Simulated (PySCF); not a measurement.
# C3H6BFO2: electronic excitations at several levels of theory, part 2 of 2

PySCF 2.14.0. Atoms count from 0. Earlier steps stand in the parts before.

## Step 9: Excited states and response: wB97X-D/def2-SVPD

What the job is given:

```
{"job": {"kind": "uv", "xc": "wB97X-D", "basis": "def2-SVPD", "ip": true}, "charge": 0, "multiplicity": 1}
F     -0.148001     0.454879    -1.986892
C      0.757855     0.350033    -0.961014
C      0.464915    -0.920816    -0.191233
C     -0.893776    -0.792369     0.469341
O     -0.986105     0.400488     1.223112
B     -0.237581     1.476899     0.894551
O      0.644454     1.471269    -0.157303
H      1.763636     0.356866    -1.411470
H      1.255045    -1.071015     0.561936
H      0.484469    -1.780854    -0.876605
H     -1.088341    -1.636487     1.147373
H     -1.683560    -0.787717    -0.299934
H     -0.324392     2.477478     1.557017
```

Method: TDDFT wB97X-D/def2-SVPD, vertical, gas phase, core orbitals frozen in the response.

The program printed:

```text
coarse grid: 11328 points
cycle   1  E = -392.5495272194  dE =  1.278e+00  |g| = 9.146e-01  |ddm| = 5.029e+00
cycle   2  E = -392.5331525449  dE =  1.637e-02  |g| = 1.024e+00  |ddm| = 2.107e+00
cycle   3  E = -392.7090157639  dE = -1.759e-01  |g| = 5.526e-02  |ddm| = 1.154e+00
cycle   4  E = -392.7096134144  dE = -5.977e-04  |g| = 2.955e-02  |ddm| = 1.441e-01
cycle   5  E = -392.7097858774  dE = -1.725e-04  |g| = 1.036e-02  |ddm| = 4.882e-02
cycle   6  E = -392.7098051726  dE = -1.930e-05  |g| = 2.824e-03  |ddm| = 1.467e-02
cycle   7  E = -392.7098069515  dE = -1.779e-06  |g| = 4.849e-04  |ddm| = 5.573e-03
final grid: 111088 points
cycle   8  E = -392.7746358537  dE = -1.028e-04  |g| = 6.683e-03  |ddm| = 1.405e-01
cycle   9  E = -392.7746364561  dE = -6.023e-07  |g| = 7.384e-03  |ddm| = 2.261e-02
cycle  10  E = -392.7746446856  dE = -8.230e-06  |g| = 5.225e-04  |ddm| = 5.557e-03
cycle  11  E = -392.7746447651  dE = -7.950e-08  |g| = 3.232e-04  |ddm| = 2.239e-03
cycle  12  E = -392.7746447882  dE = -2.309e-08  |g| = 8.467e-05  |ddm| = 7.131e-04
cycle  13  E = -392.7746447898  dE = -1.626e-09  |g| = 3.056e-05  |ddm| = 1.694e-04
cycle  14  E = -392.7746447901  dE = -2.525e-10  |g| = 7.901e-06  |ddm| = 6.659e-05
converged SCF energy = -392.7746447901

Static polarisability (au): isotropic 53.849, principal 47.112 55.102 59.334

Singlet excitations
state   eV       nm        f      main configurations
  1   8.2113    151.0   0.00570   H->L+1 0.64, H->L 0.11, H-1->L+1 0.10
  2   8.6212    143.8   0.02356   H->L 0.52, H-1->L 0.17, H-1->L+1 0.15
  3   8.7267    142.1   0.04839   H-1->L+1 0.47, H->L+1 0.19, H->L 0.18
  4   8.7754    141.3   0.00978   H-1->L 0.61, H-1->L+1 0.14
  5   8.8774    139.7   0.03327   H-2->L+1 0.73
  6   9.4246    131.6   0.01644   H-2->L 0.39, H->L+3 0.34
  7   9.6332    128.7   0.01663   H->L+3 0.35, H-2->L 0.17, H->L+2 0.12
  8   9.7191    127.6   0.02758   H->L+2 0.40, H-2->L 0.18
  9   9.7847    126.7   0.01216   H-1->L+3 0.36, H-1->L+4 0.17, H-1->L+2 0.13
 10   9.8331    126.1   0.00728   H-1->L+2 0.40, H->L+2 0.21, H-1->L+3 0.17

Triplet excitations (Tamm-Dancoff, eV): 7.6403 7.9759 8.0882 8.5386
Vertical ionisation energy (delta-SCF) = 11.1730 eV
```

Wall time 3.6 min (1 thread of Arm Neoverse V1, shared host); peak memory 0.9 GiB.

This run: HOMO -10.80 eV, LUMO 1.86 eV; lowest singlet 8.21 eV.

## Step 10: Ultraviolet spectrum: LC-wPBE/def2-SVPD

The job, as its differences from that of step 9:

```diff
@@ -1,2 +1,2 @@
-{"job": {"kind": "uv", "xc": "wB97X-D", "basis": "def2-SVPD", "ip": true}, "charge": 0, "multiplicity": 1}
+{"job": {"kind": "uv", "xc": "LC-wPBE", "basis": "def2-SVPD", "ip": true}, "charge": 0, "multiplicity": 1}
 F     -0.148001     0.454879    -1.986892
```

Method: TDDFT LC-wPBE/def2-SVPD, vertical, gas phase, core orbitals frozen in the response.

The program printed:

```text
coarse grid: 11328 points
cycle   1  E = -392.4158546688  dE =  1.417e+00  |g| = 9.351e-01  |ddm| = 4.973e+00
cycle   2  E = -392.4344105090  dE = -1.856e-02  |g| = 9.641e-01  |ddm| = 2.118e+00
cycle   3  E = -392.5880341079  dE = -1.536e-01  |g| = 5.857e-02  |ddm| = 1.155e+00
cycle   4  E = -392.5888543231  dE = -8.202e-04  |g| = 2.940e-02  |ddm| = 1.580e-01
cycle   5  E = -392.5890414022  dE = -1.871e-04  |g| = 1.053e-02  |ddm| = 5.263e-02
cycle   6  E = -392.5890623081  dE = -2.091e-05  |g| = 3.015e-03  |ddm| = 1.717e-02
cycle   7  E = -392.5890644234  dE = -2.115e-06  |g| = 6.413e-04  |ddm| = 6.639e-03
final grid: 111088 points
cycle   8  E = -392.6698437657  dE = -3.788e-05  |g| = 9.381e-03  |ddm| = 7.615e-02
cycle   9  E = -392.6698427473  dE =  1.018e-06  |g| = 1.027e-02  |ddm| = 1.900e-02
cycle  10  E = -392.6698579636  dE = -1.522e-05  |g| = 3.848e-04  |ddm| = 8.390e-03
cycle  11  E = -392.6698580108  dE = -4.714e-08  |g| = 2.804e-04  |ddm| = 1.036e-03
cycle  12  E = -392.6698580265  dE = -1.572e-08  |g| = 5.933e-05  |ddm| = 4.263e-04
cycle  13  E = -392.6698580274  dE = -8.790e-10  |g| = 1.936e-05  |ddm| = 1.080e-04
converged SCF energy = -392.6698580274

Static polarisability (au): isotropic 53.011, principal 46.434 54.357 58.241

Singlet excitations
state   eV       nm        f      main configurations
  1   8.4776    146.2   0.00537   H->L+2 0.25, H->L+3 0.20, H->L+1 0.16
  2   8.9161    139.1   0.07437   H-1->L+3 0.23, H-1->L+2 0.23, H-1->L+1 0.11
  3   8.9985    137.8   0.04189   H-2->L+2 0.29, H-2->L+3 0.22, H-2->L+1 0.14
  4   9.0207    137.4   0.00762   H->L 0.49, H->L+2 0.10, H-1->L+2 0.09
  5   9.1654    135.3   0.00025   H-1->L 0.60, H->L 0.10
  6   9.7419    127.3   0.02299   H-2->L 0.29, H->L+3 0.28
  7  10.0345    123.6   0.01544   H->L+2 0.20, H-2->L 0.14, H->L+3 0.10
  8  10.1448    122.2   0.02537   H->L+1 0.24, H-2->L 0.15, H-1->L+5 0.09
  9  10.1807    121.8   0.05002   H->L+4 0.13, H-1->L+1 0.10, H-2->L 0.08
 10  10.2125    121.4   0.00680   H-1->L+4 0.18, H->L+4 0.15

Triplet excitations (Tamm-Dancoff, eV): 7.7193 7.8828 8.2343 8.7632
Vertical ionisation energy (delta-SCF) = 11.5048 eV
```

It took 4.5 min on 1 thread of Arm Neoverse V1, shared host; peak memory 0.87 GiB.

This run: HOMO -11.65 eV, LUMO 1.84 eV; lowest singlet 8.48 eV.

## Step 11: Ultraviolet spectrum: PBE0/6-31G*

The job, as its differences from that of step 10:

```diff
@@ -1,2 +1,2 @@
-{"job": {"kind": "uv", "xc": "LC-wPBE", "basis": "def2-SVPD", "ip": true}, "charge": 0, "multiplicity": 1}
+{"job": {"kind": "uv", "xc": "PBE0", "basis": "6-31G*"}, "charge": 0, "multiplicity": 1}
 F     -0.148001     0.454879    -1.986892
```

Level: TDDFT PBE0/6-31G*, vertical, gas phase, core orbitals frozen in the response.

The program printed:

```text
coarse grid: 11328 points
cycle   1  E = -392.6333697956  dE =  1.110e+00  |g| = 8.688e-01  |ddm| = 3.360e+00
cycle   2  E = -392.5129028689  dE =  1.205e-01  |g| = 1.208e+00  |ddm| = 1.427e+00
cycle   3  E = -392.7700046546  dE = -2.571e-01  |g| = 7.726e-02  |ddm| = 8.668e-01
cycle   4  E = -392.7709808811  dE = -9.762e-04  |g| = 4.114e-02  |ddm| = 8.629e-02
cycle   5  E = -392.7713046574  dE = -3.238e-04  |g| = 1.162e-02  |ddm| = 3.477e-02
cycle   6  E = -392.7713278280  dE = -2.317e-05  |g| = 3.606e-03  |ddm| = 1.014e-02
cycle   7  E = -392.7713305320  dE = -2.704e-06  |g| = 3.112e-04  |ddm| = 2.872e-03
final grid: 111088 points
cycle   8  E = -392.7278231984  dE = -2.414e-05  |g| = 1.009e-02  |ddm| = 2.096e-02
cycle   9  E = -392.7278057027  dE =  1.750e-05  |g| = 1.417e-02  |ddm| = 1.718e-02
cycle  10  E = -392.7278437109  dE = -3.801e-05  |g| = 7.577e-04  |ddm| = 9.684e-03
cycle  11  E = -392.7278438339  dE = -1.230e-07  |g| = 2.551e-04  |ddm| = 8.652e-04
cycle  12  E = -392.7278438454  dE = -1.156e-08  |g| = 8.711e-05  |ddm| = 2.352e-04
cycle  13  E = -392.7278438468  dE = -1.338e-09  |g| = 2.742e-05  |ddm| = 7.880e-05
cycle  14  E = -392.7278438469  dE = -1.423e-10  |g| = 6.148e-06  |ddm| = 2.230e-05
converged SCF energy = -392.7278438469

Static polarisability (au): isotropic 45.857, principal 38.371 47.027 52.174

Singlet excitations
state   eV       nm        f      main configurations
  1   7.9760    155.4   0.00586   H->L 0.88, H-1->L 0.09
  2   8.6169    143.9   0.08782   H-1->L 0.87, H->L 0.09
  3   8.9090    139.2   0.02489   H-2->L 0.98
  4   9.7273    127.5   0.02975   H->L+1 0.82, H-4->L 0.13
  5   9.8252    126.2   0.00305   H-1->L+1 0.94
  6   9.8381    126.0   0.00762   H-4->L 0.70, H->L+1 0.12, H-3->L 0.10
  7  10.1352    122.3   0.12525   H-3->L 0.86, H-4->L 0.09
  8  10.5115    118.0   0.00882   H-6->L 0.43, H->L+2 0.26, H-5->L 0.20
  9  10.6109    116.8   0.01293   H-5->L 0.32, H->L+2 0.24, H->L+3 0.23
 10  10.6174    116.8   0.00697   H->L+2 0.30, H-6->L 0.23, H-1->L+2 0.20

Triplet excitations (Tamm-Dancoff, eV): 7.3686 7.7277 8.0777 8.6987
```

Wall time 14 s (1 thread of Arm Neoverse V1, shared host); peak memory 0.65 GiB.

This run: HOMO -8.52 eV, LUMO 1.17 eV; lowest singlet 7.98 eV.

## Step 12: TDDFT and polarisability: PBE0/def2-SVP

The job, as its differences from that of step 11:

```diff
@@ -1,2 +1,2 @@
-{"job": {"kind": "uv", "xc": "PBE0", "basis": "6-31G*"}, "charge": 0, "multiplicity": 1}
+{"job": {"kind": "uv", "xc": "PBE0", "basis": "def2-SVP"}, "charge": 0, "multiplicity": 1}
 F     -0.148001     0.454879    -1.986892
```

Method: TDDFT PBE0/def2-SVP, vertical, gas phase, core orbitals frozen in the response.

The program printed:

```text
coarse grid: 11328 points
cycle   1  E = -392.2450216251  dE =  1.061e+00  |g| = 8.560e-01  |ddm| = 3.770e+00
cycle   2  E = -392.1249503385  dE =  1.201e-01  |g| = 1.194e+00  |ddm| = 1.633e+00
cycle   3  E = -392.3769563938  dE = -2.520e-01  |g| = 7.639e-02  |ddm| = 9.903e-01
cycle   4  E = -392.3778316142  dE = -8.752e-04  |g| = 4.248e-02  |ddm| = 9.126e-02
cycle   5  E = -392.3781774978  dE = -3.459e-04  |g| = 1.122e-02  |ddm| = 3.901e-02
cycle   6  E = -392.3781982393  dE = -2.074e-05  |g| = 3.797e-03  |ddm| = 1.074e-02
cycle   7  E = -392.3782012635  dE = -3.024e-06  |g| = 3.260e-04  |ddm| = 3.366e-03
final grid: 111088 points
cycle   8  E = -392.4448064567  dE = -3.137e-05  |g| = 1.033e-02  |ddm| = 2.970e-02
cycle   9  E = -392.4447870205  dE =  1.944e-05  |g| = 1.465e-02  |ddm| = 1.927e-02
cycle  10  E = -392.4448274455  dE = -4.043e-05  |g| = 7.163e-04  |ddm| = 1.111e-02
cycle  11  E = -392.4448275565  dE = -1.110e-07  |g| = 2.530e-04  |ddm| = 9.132e-04
cycle  12  E = -392.4448275678  dE = -1.123e-08  |g| = 9.021e-05  |ddm| = 2.683e-04
cycle  13  E = -392.4448275692  dE = -1.458e-09  |g| = 2.715e-05  |ddm| = 9.141e-05
cycle  14  E = -392.4448275694  dE = -1.340e-10  |g| = 6.850e-06  |ddm| = 2.494e-05
converged SCF energy = -392.4448275694

Static polarisability (au): isotropic 46.644, principal 39.430 47.603 52.899

Singlet excitations
state   eV       nm        f      main configurations
  1   7.8836    157.3   0.00806   H->L 0.85, H-1->L 0.12
  2   8.5048    145.8   0.08926   H-1->L 0.83, H->L 0.12
  3   8.7109    142.3   0.02649   H-2->L 0.98
  4   9.0467    137.0   0.01380   H->L+1 0.96
  5   9.1654    135.3   0.00209   H-1->L+1 0.97
  6   9.7319    127.4   0.00337   H-4->L 0.81, H-3->L 0.09
  7   9.9338    124.8   0.01538   H-2->L+1 0.70, H-3->L 0.10
  8  10.0023    124.0   0.16756   H-3->L 0.70, H->L+2 0.16
  9  10.0658    123.2   0.04365   H->L+2 0.63, H-2->L+1 0.17
 10  10.2061    121.5   0.03084   H-1->L+2 0.71, H-1->L+4 0.10

Triplet excitations (Tamm-Dancoff, eV): 7.2968 7.6414 7.8417 8.6709
```

Run time: 17 s. Hardware: 1 thread of Arm Neoverse V1, shared host; peak memory 0.7 GiB.

In short: HOMO -8.71 eV, LUMO 0.83 eV; lowest singlet 7.88 eV.

## Step 13: Side by side: electronic excitations

Excitations and ground-state properties, with basis size and wall time:

| run | lowest singlet (eV) | brightest (eV) | f | gap (eV) | α (Å³) | μ (D) | functions | time |
| --- | --- | --- | --- | --- | --- | --- | --- | --- |
| LDA/def2-SVPD | 6.78 | 7.50 | 0.044 | 6.67 | 8.53 | 2.92 | 197 | 1.9 min |
| PBE/def2-SVPD | 6.86 | 7.55 | 0.053 | 6.78 | 8.46 | 2.83 | 197 | 2.4 min |
| B3LYP/def2-SVPD | 7.62 | 8.20 | 0.063 | 8.72 | 8.13 | 2.89 | 197 | 3.3 min |
| PBE0/def2-SVPD | 7.79 | 8.38 | 0.058 | 9.23 | 8.05 | 2.87 | 197 | 3.5 min |
| BHandHLYP/def2-SVPD | 8.62 | 9.07 | 0.069 | 11.21 | 7.75 | 2.94 | 197 | 3.5 min |
| CAM-B3LYP/def2-SVPD | 8.09 | 8.60 | 0.067 | 11.28 | 8.01 | 2.95 | 197 | 3.6 min |
| wB97X-D/def2-SVPD | 8.21 | 8.73 | 0.048 | 12.66 | 7.98 | 2.90 | 197 | 3.6 min |
| LC-wPBE/def2-SVPD | 8.48 | 8.92 | 0.074 | 13.49 | 7.86 | 2.95 | 197 | 4.5 min |
| PBE0/6-31G* | 7.98 | 10.14 | 0.125 | 9.69 | 6.80 | 2.77 | 110 | 14 s |
| PBE0/def2-SVP | 7.88 | 10.00 | 0.168 | 9.54 | 6.91 | 2.90 | 128 | 17 s |

## Step 14: Outcome

This closing draws on all 2 parts.

| quantity | value |
| --- | --- |
| point group | C1 |
| rotational constants (main isotopes) | 4.16, 2.91, 2.19 GHz |
| lowest singlet (LDA/def2-SVPD) | 6.78 eV (183 nm), f = 0.007 |
| brightest single state of those computed | state 4, 7.50 eV, f = 0.044 |
| lowest triplet | 6.54 eV |
| vertical ionisation energy (ΔSCF) | 10.53 eV |
| range of the lowest singlet | 6.78 to 8.62 eV |

**Reading.** Single values in the summary come from the first run of each kind that ended normally (LDA/def2-SVPD), which need not be the best level. The optimisation took 8 steps and gained 0.127 eV; among the close pairs (by a distance rule), B5–H12 changed most, from 1.166 to 1.203 Å. The first singlet state (HOMO→LUMO 0.93) lies at 6.78 eV and is weak; of the 10 states computed, the strongest absorption comes from state 4 at 7.50 eV. The lowest triplet lies 0.23 eV below the lowest singlet (triplets in Tamm-Dancoff, singlets in full TDDFT). ΔSCF puts the ionisation energy at 10.53 eV, 3.10 eV above −ε(HOMO). The lowest singlet runs from 6.78 eV (LDA/def2-SVPD) to 8.62 eV (BHandHLYP/def2-SVPD), while the orbital gap spans 6.67 to 13.49 eV. The lowest state need not be the same one in every run. The runs solved for a few states only, so the brightest column depends on that window.
